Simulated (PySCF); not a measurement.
# BLYP/6-31G(d) (spherical functions) run of NBrO (nitrosyl bromide)

Aim: the vertical singlet–triplet gap of NBrO (nitrosyl bromide) at BLYP/6-31G* (spherical functions), from 2 runs. 

Program for the calculation: PySCF 2.14.0.

### Step 1. The system as given

The species is NBrO (3 atoms), meant as a singlet with charge 0. SMILES: `O=NBr`. Geometry: relaxed at PBE0-D4/def2-TZVP.

Bond lengths: O1–N2 1.126 Å, N2–Br3 2.117 Å. Angles: O1–N2–Br3 114.9°.

### Step 2. The energy at BLYP/6-31G(d) (spherical functions)

Contents of start.xyz:

```xyz
3

O      0.941780    -0.646800     0.448530
N     -0.044940    -0.636480    -0.092930
Br    -0.896840     1.283280    -0.355590
```

Contents of run.py:

```python
from pyscf import gto, dft

system = gto.Mole()
system.atom = 'start.xyz'
system.verbose = 3
system.max_memory = 1860
system.basis = '6-31g*'
system.build()

calc0 = dft.RKS(system, xc='blyp')
calc0.conv_tol = 1e-10
calc0.grids.level = 8
calc0.kernel()
if not calc0.converged:
    calc0 = calc0.newton().run(calc0.mo_coeff, calc0.mo_occ)

energy = calc0.e_tot
print('E = %.10f Eh' % energy)
```

The run is started by

```bash
$ OMP_NUM_THREADS=1 python run.py
```

Output:

```text
converged SCF energy = -2703.76730202249
E = -2703.7673020225 Eh
```

Wall time 22 s (1 thread of Arm Neoverse N1, shared host); peak memory 0.33 GiB.

### Step 3. The triplet

Contents of input.py:

```python
from pyscf import gto, dft

mol = gto.M(
    atom='O 0.941780 -0.646800 0.448530; N -0.044940 -0.636480 -0.092930; Br -0.896840 1.283280 -0.355590',
    spin=2,
    basis='6-31g*',
    verbose=4,
    max_memory=1860,
)

ks = dft.UKS(mol, xc='blyp')
ks.grids.level = 8
ks.conv_tol = 1e-10
ks.kernel()
if not ks.converged:
    ks = ks.newton().run(ks.mo_coeff, ks.mo_occ)

e_tot = ks.e_tot
print(f'total energy: {e_tot:.8f} hartree')
```

The run is started by

```bash
$ OMP_NUM_THREADS=1 python input.py
```

Output:

```text
PySCF version 2.14.0

[INPUT] num. atoms = 3
[INPUT] num. electrons = 50
[INPUT] charge = 0
[INPUT] spin (= nelec alpha-beta = 2S) = 2
[INPUT] symmetry False subgroup None
[INPUT] Mole.unit = angstrom
[INPUT] Symbol           X                Y                Z      unit          X                Y                Z       unit  Magmom
[INPUT]  1 O      0.941780000000  -0.646800000000   0.448530000000 AA    1.779706269593  -1.222274857369   0.847598858651 Bohr   0.0
[INPUT]  2 N     -0.044940000000  -0.636480000000  -0.092930000000 AA   -0.084924292038  -1.202772883763  -0.175612248756 Bohr   0.0
[INPUT]  3 Br    -0.896840000000   1.283280000000  -0.355590000000 AA   -1.694781977555   2.425047741132  -0.671967712634 Bohr   0.0

nuclear repulsion = 140.795785586863
number of shells = 24
number of NR pGTOs = 149
number of NR cGTOs = 60
basis = 6-31g*
ecp = {}

******** <class 'pyscf.dft.uks.UKS'> ********
method = UKS
initial guess = minao
damping factor = 0
level_shift factor = 0
DIIS = <class 'pyscf.scf.diis.CDIIS'>
diis_start_cycle = 1
diis_space = 8
diis_damp = 0
SCF conv_tol = 1e-10
SCF conv_tol_grad = None
SCF max_cycles = 50
direct_scf = True
direct_scf_tol = 1e-13
number electrons alpha = 26  beta = 24
XC library pyscf.dft.libxc version 7.0.0
    S. Lehtola, C. Steigemann, M. J.T. Oliveira, and M. A.L. Marques.,  SoftwareX 7, 1–5 (2018)
XC functionals = blyp
    A. D. Becke.,  Phys. Rev. A 38, 3098 (1988)
    C. Lee, W. Yang, and R. G. Parr.,  Phys. Rev. B 37, 785 (1988)
    B. Miehlich, A. Savin, H. Stoll, and H. Preuss.,  Chem. Phys. Lett. 157, 200 (1989)
radial grids:
    Treutler-Ahlrichs [JCP 102, 346 (1995); DOI:10.1063/1.469408] (M4) radial grids

becke partition: Becke, JCP 88, 2547 (1988); DOI:10.1063/1.454033
pruning grids: <function nwchem_prune>
grids dens level: 8
symmetrized grids: False
atomic radii adjust function: <function treutler_atomic_radii_adjust>
small_rho_cutoff = 0
Set gradient conv threshold to 1e-05
tot grids = 284528
init E= -2703.06123971692
[... the frontier-level lines of each cycle are left out ...]


cycle= 1 E= -2703.6257608983  delta_E= -0.565  |g|= 0.429  |ddm|= 1.68


cycle= 2 E= -2703.01322420893  delta_E= 0.613  |g|=  1.3  |ddm|= 1.02


cycle= 3 E= -2703.68574074176  delta_E= -0.673  |g|= 0.0999  |ddm|= 0.932


cycle= 4 E= -2703.68948075928  delta_E= -0.00374  |g|= 0.0354  |ddm|= 0.184


cycle= 5 E= -2703.68979260665  delta_E= -0.000312  |g|= 0.0297  |ddm|= 0.0988


cycle= 6 E= -2703.69033610923  delta_E= -0.000544  |g|= 0.0036  |ddm|= 0.0438


cycle= 7 E= -2703.69034355112  delta_E= -7.44e-06  |g|= 0.00112  |ddm|= 0.00625


cycle= 8 E= -2703.69034431449  delta_E= -7.63e-07  |g|= 0.00035  |ddm|= 0.0018


cycle= 9 E= -2703.69034439908  delta_E= -8.46e-08  |g|= 0.000108  |ddm|= 0.000709


cycle= 10 E= -2703.69034440576  delta_E= -6.68e-09  |g|= 3.4e-05  |ddm|= 0.000184


cycle= 11 E= -2703.69034440631  delta_E= -5.46e-10  |g|= 1.24e-05  |ddm|= 4.47e-05


cycle= 12 E= -2703.69034440633  delta_E= -2.14e-11  |g|= 1.21e-05  |ddm|= 2.15e-05


cycle= 13 E= -2703.69034440638  delta_E= -5.73e-11  |g|= 8.32e-07  |ddm|= 8.58e-06


Extra cycle  E= -2703.69034440639  delta_E= -9.09e-13  |g|= 1.92e-06  |ddm|= 4.56e-06
converged SCF energy = -2703.69034440639  <S^2> = 2.0032145  2S+1 = 3.0021422
total energy: -2703.69034441 hartree
```

Run time: 40 s. Hardware: 1 thread of Arm Neoverse N1, shared host; peak memory 0.35 GiB.

### Step 4. What came out

At BLYP/6-31G* (spherical functions):

| quantity | value |
| --- | --- |
| singlet: total energy | -2703.76730 Eh |
| singlet: dipole moment | 1.87 D |
| singlet: HOMO energy | -6.59 eV |
| singlet: LUMO energy | -4.48 eV |
| singlet: HOMO–LUMO gap | 2.11 eV |
| triplet: total energy | -2703.69034 Eh |
| triplet: dipole moment | 0.12 D |
| triplet: HOMO energy (highest over α and β) | -4.14 eV |
| triplet: ⟨S²⟩ | 2.003 |
| vertical energy of the triplet above the singlet | 2.094 eV |

**Reading.** At this shape the triplet lies 2.09 eV (202 kJ/mol) above the singlet. Mulliken charges (triplet) run from -0.06 on O1 to +0.04 on Br3; they depend strongly on the basis.
